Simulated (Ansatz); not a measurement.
# CH6BNSi: basis-set convergence

An exercise on one series of results from a longer session: the logs are not shown, and one member is left open.

The runs use Ansatz 0.2.0, Gaussian basis; one geometry, several basis sets.

Levels to be run: PBE0-D4/def2-SVP; ωB97M-V/def2-SVP; PBE0-D4/def2-QZVPP; ωB97M-V/def2-QZVPP; the functionals' def2-TZVPP values are taken from earlier runs.

## The relaxed structure

The geometry comes from an earlier relaxation with PBE0-D4 in a triple-zeta def2 set; it is a stationary point, not always the lowest conformer.

SMILES `NB1C[SiH2]1`, 10 atoms, charge 0, spin multiplicity 1.

Atoms are counted from 1 here; the program's logs count them from 0.

Bond lengths: N1–B2 1.375 Å, N1–H5 1.006 Å, N1–H6 1.008 Å, B2–C3 1.561 Å, B2–Si4 1.945 Å, C3–Si4 1.905 Å, C3–H7 1.090 Å, C3–H8 1.090 Å, Si4–H9 1.484 Å, Si4–H10 1.484 Å. Angles: B2–N1–H5 123.0°, B2–N1–H6 123.0°, H5–N1–H6 114.1°, N1–B2–C3 139.1°, N1–B2–Si4 156.1°, C3–B2–Si4 64.8°, B2–C3–Si4 67.4°, B2–C3–H7 118.6°, B2–C3–H8 118.2°, Si4–C3–H7 118.0°, Si4–C3–H8 117.3°, H7–C3–H8 111.2°, B2–Si4–C3 47.8°, B2–Si4–H9 123.1°, B2–Si4–H10 123.3°, C3–Si4–H9 116.4°, C3–Si4–H10 116.3°, H9–Si4–H10 112.3°.

The first run:

Input file in.yaml:

```yaml
crystal:
  periodic: [false, false, false]
  atoms:
    - {symbol: N, position_ang: [-1.521884, 0.446515, -1.056729]}
    - {symbol: B, position_ang: [-0.407216, 0.188571, -0.293785]}
    - {symbol: C, position_ang: [0.369171, -1.035232, 0.285615]}
    - {symbol: Si, position_ang: [1.165292, 0.628333, 0.762317]}
    - {symbol: H, position_ang: [-1.817649, 1.377577, -1.296058]}
    - {symbol: H, position_ang: [-2.114783, -0.280890, -1.425631]}
    - {symbol: H, position_ang: [-0.099469, -1.623728, 1.074504]}
    - {symbol: H, position_ang: [0.918473, -1.672131, -0.408293]}
    - {symbol: H, position_ang: [1.098517, 1.003819, 2.196088]}
    - {symbol: H, position_ang: [2.492747, 0.916065, 0.165070]}
basis:
  gaussian: {orbitals: def2-SVP}
hamiltonian: {xc: pbe0, dispersion: d4}
output: {orbitals: {seedname: orbitals}}
```

The run is started by

```bash
$ ansatz run in.yaml --threads 2 --pin off --events-out ev --progress --plain --max-ram 4352MiB
```

Among the steps run: PBE0-D4 in def2-SVP; ωB97M-V in def2-SVP; PBE0-D4 in def2-QZVPP; ωB97M-V in def2-QZVPP.

One of the session's tables, all rows but one given; the rest of the session is left out.

It belongs to the step «Density functionals: the series». 

```
functional       basis  HOMO (eV)  LUMO (eV)
   PBE0-D4    def2-SVP          ?          ?
   PBE0-D4  def2-TZVPP      -6.22      -0.51
   PBE0-D4  def2-QZVPP      -6.24      -0.56
   ωB97M-V    def2-SVP      -8.20       1.78
   ωB97M-V  def2-TZVPP      -8.31       1.53
   ωB97M-V  def2-QZVPP      -8.33       1.37
```

**Question.** Estimate the row for PBE0-D4, def2-SVP.

As computed: HOMO (eV): -6.14; LUMO (eV): -0.31. In the column «HOMO (eV)» it is the highest.
